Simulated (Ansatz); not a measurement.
**triplet SnSiH6O at 6 levels**

We compute a comparison of 6 runs (UHF/def2-SVP, U-r2SCAN/def2-SVP, U-revPBE/def2-SVP, RPA@PBE/def2-SVP, RPA@PBE0/def2-SVP, UCCSD(T)/def2-SVP) of triplet SnSiH6O. 

The calculation is run with Ansatz 0.2.0.

63 further runs of the same task are left out: 63 set aside as unsound or not needed. Runs told in other sessions of the task aren't counted.

### Step 1. The structure to begin with

The species is SnSiH6O (9 atoms), meant as a triplet with charge 0. SMILES of the parent species: `[SiH3][O][SnH3]`. Geometry: relaxed at PBE0-D4/def2-TZVP. That shape belongs to the parent species and isn't relaxed for this state.

Bond lengths: Si1–O2 1.627 Å, O2–Sn3 1.963 Å, Si1–H4 1.492 Å, Si1–H5 1.486 Å, Si1–H6 1.492 Å, Sn3–H7 1.699 Å, Sn3–H8 1.705 Å, Sn3–H9 1.705 Å. Some angles: Si1–O2–Sn3 136.6°, O2–Si1–H4 111.4°, O2–Si1–H5 109.0°, O2–Si1–H6 111.4°, O2–Sn3–H7 103.7°, O2–Sn3–H8 106.7°, O2–Sn3–H9 106.7°, H4–Si1–H5 108.8°, H4–Si1–H6 107.4°, H5–Si1–H6 108.8°.

### Step 2. The energy at UHF/def2-SVP (core potential) (run 1)

Contents of input.yaml:

```yaml
crystal:
  periodic: [false, false, false]
  atoms:
    - {symbol: Si, position_ang: [-0.707500, 1.106300, -0.961800]}
    - {symbol: O, position_ang: [0.549600, 0.232700, -0.411000]}
    - {symbol: Sn, position_ang: [0.837100, -1.145700, 0.956400]}
    - {symbol: H, position_ang: [-1.786000, 0.228100, -1.502000]}
    - {symbol: H, position_ang: [-0.233000, 2.004100, -2.046400]}
    - {symbol: H, position_ang: [-1.309600, 1.937400, 0.121200]}
    - {symbol: H, position_ang: [2.493700, -1.499800, 0.829900]}
    - {symbol: H, position_ang: [-0.166000, -2.460900, 0.544700]}
    - {symbol: H, position_ang: [0.410100, -0.448400, 2.452000]}
basis:
  gaussian: {orbitals: def2-SVP}
magnetization: {spin_polarized: true, initial_magnetization: 2}
hamiltonian: {xc: hf}
accuracy: high
output: {orbitals: {seedname: orbitals}}
```

On the command line:

```
$ ansatz run input.yaml --threads 1 --pin off --max-ram 2610MiB --events-out events.jsonl --progress --plain --runs-dir runs
```

What it wrote:

```text
Warning: RAYON_NUM_THREADS=1 ignored (pool sized by the plan → 1); use --threads N
Functional definition: HF
  name "HF"
  exchange = exact_x
  correlation = 0
2073 factors; integrals over basis functions are off by at most 7.3e-9 eV
mean field evaluation 1: about -15784.6218 eV, gradient 2.5e1 eV
mean field evaluation 2: about -15784.7475 eV, gradient 2.5e1 eV
mean field evaluation 4: about -15788.8954 eV, gradient 4.9e0 eV
mean field evaluation 8: about -15790.1146 eV, gradient 1.0e0 eV
mean field evaluation 16: about -15790.1374 eV, gradient 1.7e-6 eV
mean field evaluation 32: about -15790.0350 eV, gradient 2.9e-1 eV
mean field evaluation 64: about -15788.5861 eV, gradient 6.8e-1 eV
mean field evaluation 96: about -15784.2023 eV, gradient 2.6e1 eV
mean field evaluation 128: about -15788.5129 eV, gradient 1.7e0 eV
mean field evaluation 160: about -15787.8740 eV, gradient 5.3e0 eV
mean field evaluation 192: about -15788.9192 eV, gradient 1.4e-3 eV
mean field -15790.13743243 eV, -580.2768477023 hartree, gradient 4.4e-8 eV, S^2 2.013650; 5 other end points of the search recorded, 0 dependent functions left out
reference -15790.13743243 eV, -580.2768477023 hartree; 26, 24 occupied and 62, 64 virtual orbitals, 2073 factors
Total energy: -15790.13743243 eV, -580.2768477023 hartree
```

Run time: 18 s. Hardware: 1 thread of Arm Neoverse V1, shared host; peak memory 0.48 GiB.

### Step 3. The energy at U-r2SCAN/def2-SVP (core potential) (run 2)

Contents of molecule.yaml:

```yaml
crystal:
  periodic: [false, false, false]
  atoms:
    - symbol: Si
      position_ang: [-0.707500, 1.106300, -0.961800]
    - symbol: O
      position_ang: [0.549600, 0.232700, -0.411000]
    - symbol: Sn
      position_ang: [0.837100, -1.145700, 0.956400]
    - symbol: H
      position_ang: [-1.786000, 0.228100, -1.502000]
    - symbol: H
      position_ang: [-0.233000, 2.004100, -2.046400]
    - symbol: H
      position_ang: [-1.309600, 1.937400, 0.121200]
    - symbol: H
      position_ang: [2.493700, -1.499800, 0.829900]
    - symbol: H
      position_ang: [-0.166000, -2.460900, 0.544700]
    - symbol: H
      position_ang: [0.410100, -0.448400, 2.452000]
basis:
  gaussian:
    orbitals: def2-SVP
hamiltonian:
  xc: {name: r2SCAN}
accuracy: high
magnetization:
  spin_polarized: true
  initial_magnetization: 2
output: {orbitals: {seedname: orbitals}}
```

On the command line:

```
$ ansatz run molecule.yaml --threads 1 --pin off --max-ram 2610MiB --events-out events.jsonl --progress --plain --runs-dir runs
```

What it wrote:

```text
Warning: RAYON_NUM_THREADS=1 ignored (pool sized by the plan → 1); use --threads N
Functional definition: r2SCAN
  name "r2SCAN"
  parameter k0 = 0.174
  parameter k1 = 0.065
  parameter a1 = 4.9479
  exchange = r2scan_x(k0 = k0, k1 = k1, a1 = a1)
  correlation = r2scan_c
2073 factors; integrals over basis functions are off by at most 7.3e-9 eV
mean field evaluation 1: about -15836.4775 eV, gradient 4.1e1 eV
mean field evaluation 2: about -15691.0098 eV, gradient 1.4e2 eV
mean field evaluation 4: about -15843.6730 eV, gradient 1.2e1 eV
mean field evaluation 8: about -15844.5586 eV, gradient 2.4e-1 eV
mean field evaluation 16: about -15844.5501 eV, gradient 4.8e-4 eV
mean field evaluation 32: about -15844.5501 eV, gradient 1.1e-7 eV
mean field evaluation 64: about -15844.4487 eV, gradient 1.6e0 eV
mean field -15844.55012564 eV, -582.2764772955 hartree, gradient 9.0e-9 eV, S^2 2.008128; 6 other end points of the search recorded, 0 dependent functions left out
reference -15844.55012903 eV, -582.2764774202 hartree; 26, 24 occupied and 62, 64 virtual orbitals, 2073 factors
Total energy: -15844.55012903 eV, -582.2764774202 hartree
```

It took 59 s on 1 thread of Arm Neoverse V1, shared host; peak memory 0.48 GiB.

Runs 3 to 5 aren't shown in full; the table further down has their settings and results.

### Step 4. The energy at UCCSD(T)/def2-SVP (core potential) (run 6)

Contents of job.yaml:

```yaml
crystal:
  periodic: [false, false, false]
  atoms:
    - symbol: Si
      position_ang: [-0.707500, 1.106300, -0.961800]
    - symbol: O
      position_ang: [0.549600, 0.232700, -0.411000]
    - symbol: Sn
      position_ang: [0.837100, -1.145700, 0.956400]
    - symbol: H
      position_ang: [-1.786000, 0.228100, -1.502000]
    - symbol: H
      position_ang: [-0.233000, 2.004100, -2.046400]
    - symbol: H
      position_ang: [-1.309600, 1.937400, 0.121200]
    - symbol: H
      position_ang: [2.493700, -1.499800, 0.829900]
    - symbol: H
      position_ang: [-0.166000, -2.460900, 0.544700]
    - symbol: H
      position_ang: [0.410100, -0.448400, 2.452000]
basis:
  gaussian: {orbitals: def2-SVP}
magnetization: {spin_polarized: true, initial_magnetization: 2}
correlation: {method: ccsd_t, frozen_orbitals: {H: 0, O: 1, Si: 5, Sn: 4}}
accuracy: high
scf: {omitted_lower_state_checks: [cluster_reference, increment]}
```

On the command line:

```
$ ansatz run job.yaml --threads 1 --pin off --max-ram 2610MiB --events-out events.jsonl --progress --plain --runs-dir runs
```

What it wrote:

```text
Warning: RAYON_NUM_THREADS=1 ignored (pool sized by the plan → 1); use --threads N
[... 15 lines left out ...]
10 core orbitals not correlated: weight in the atoms' cores, before any rotation towards them, 1.000 or more for the frozen orbitals, at most 0.000 for the correlated occupied ones
[... 41 lines left out ...]
Total energy: -15802.35043670 eV, -580.7256673309 hartree
Checks for a lower state left out: cluster_reference, increment
```

It took 2.5 min on 1 thread of Arm Neoverse V1, shared host; peak memory 1 GiB.

### Step 5. All runs side by side

```
run                               level  frozen core orbitals  energy (Eh)   ⟨S²⟩  wall time
  1       UHF/def2-SVP (core potential)                     –  -580.276848  2.014       18 s
  2  U-r2SCAN/def2-SVP (core potential)                     –  -582.276477  2.008       59 s
  3  U-revPBE/def2-SVP (core potential)                     –  -582.224636  2.003       26 s
  4   RPA@PBE/def2-SVP (core potential)                    10  -580.953430  2.003       47 s
  5  RPA@PBE0/def2-SVP (core potential)                    10  -580.889977  2.008       60 s
  6  UCCSD(T)/def2-SVP (core potential)                    10  -580.725667  2.014    2.5 min
```

### Step 6. Results

| quantity | value |
| --- | --- |
| run 6: total energy | -580.72567 Eh |
| run 6: correlation energy (10 core orbitals frozen) | -448.8 mEh |
| run 6: (T) correction | -12.36 mEh |
| run 6: ⟨S²⟩ of the reference determinant | 2.014 |
| run 6: T1 diagnostic | 0.035 |

What this shows: Totals of different functionals can't be ranked against each other. All runs together took 6 min, the longest 2.5 min.
